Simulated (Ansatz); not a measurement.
**CHGeSi (doublet): the correlation ladder, cc-pVDZ**

The task here is to estimate one member of a computed series from the others.

The runs use Ansatz 0.2.0, Gaussian basis; cc-pVDZ, core rule «outside noble gas», up to 20 orbitals frozen.

Plan: UHF; CCSD(T) on ROHF; CCSD(T) on UHF; BCCD(T) on ROHF; CISD; CCSDT(Q) on ROHF; CCSDT(Q) on UHF; CASSCF and MRCISD+Q, 9 electrons in 9 orbitals; CASSCF and NEVPT4(SD), 9 electrons in 9 orbitals; CASSCF and NEVPT2, 9 electrons in 9 orbitals.

25 further runs of the same task are left out: 11 that didn't finish, 14 set aside as unsound or not needed.

## The system

The geometry is a PBE0/def2-TZVP stationary point (not a proven minimum) of the parent state, kept for this charge and spin. No spin-orbit coupling is included. The filled d shell of Ge may be among the frozen orbitals whatever the setting's name suggests; the logs give the count.

4 atoms, charge 0, spin multiplicity 2.

Atoms are counted from 1 here; the program's logs count them from 0.

Bond lengths: C1–Ge2 2.088 Å, C1–Si3 1.744 Å, C1–H4 1.081 Å, Ge2–Si3 2.391 Å. Angles: Ge2–C1–Si3 76.6°, Ge2–C1–H4 130.3°, Si3–C1–H4 153.1°, C1–Ge2–Si3 45.2°, C1–Si3–Ge2 58.2°.

Set-up of the first run:

in.yaml

```yaml
crystal:
  periodic: [false, false, false]
  atoms:
    - {symbol: C, position_ang: [0.000000, -1.167235, -0.918730]}
    - {symbol: Ge, position_ang: [0.000000, 0.051595, 0.777104]}
    - {symbol: Si, position_ang: [0.000000, 0.446300, -1.580923]}
    - {symbol: H, position_ang: [0.000000, -2.245258, -1.005219]}
basis:
  gaussian: {orbitals: cc-pVDZ}
magnetization: {spin_polarized: true, initial_magnetization: 1}
hamiltonian: {xc: hf}
output: {orbitals: {seedname: orbitals}}
```

Command:

```sh
ansatz run in.yaml --threads 1 --pin off --events-out ev --progress --plain --max-ram 2393MiB
```

Among the steps run: UHF; CCSD(T) on ROHF; CCSD(T) on UHF; BCCD(T) on ROHF; CISD; CCSDT(Q) on ROHF; CCSDT(Q) on UHF; CASSCF and MRCISD+Q, 9 electrons in 9 orbitals; CASSCF and NEVPT4(SD), 9 electrons in 9 orbitals; CASSCF and NEVPT2, 9 electrons in 9 orbitals.

One table of the session follows, with a row left open; its other results are not shown here.

```
   method  from RCCSDT(Q) (kcal/mol)
     ROHF                    +211.98
      UHF                    +207.54
     RMP2                     +28.41
     UMP2                          ?
     CISD                     +36.78
    RCCSD                     +13.13
    UCCSD                     +12.93
 RCCSD(T)                      +1.76
 UCCSD(T)                      +1.91
  BCCD(T)                      +1.66
   RCCSDT                      +1.19
   UCCSDT                      +1.12
RCCSDT(Q)                          0
UCCSDT(Q)                      -0.09
```

**Question.** Estimate the row for UMP2.

The run gave: from RCCSDT(Q) (kcal/mol): +31.99. In the column «from RCCSDT(Q) (kcal/mol)» it lies between RMP2 (+28.41) and CISD (+36.78).

Left out of the table: CASSCF frontier, NEVPT2 frontier, NEVPT4(SD) frontier, MRCISD frontier, MRCISD+Q frontier (the active space lost an orbital or holds another state than full CI finds).

To keep in mind: Restricted and unrestricted rows rest on different reference determinants; where their highest levels disagree by more than a few hundredths of an eV, they describe different states and don't form one ladder. Warnings in the runs' records: passed over end.
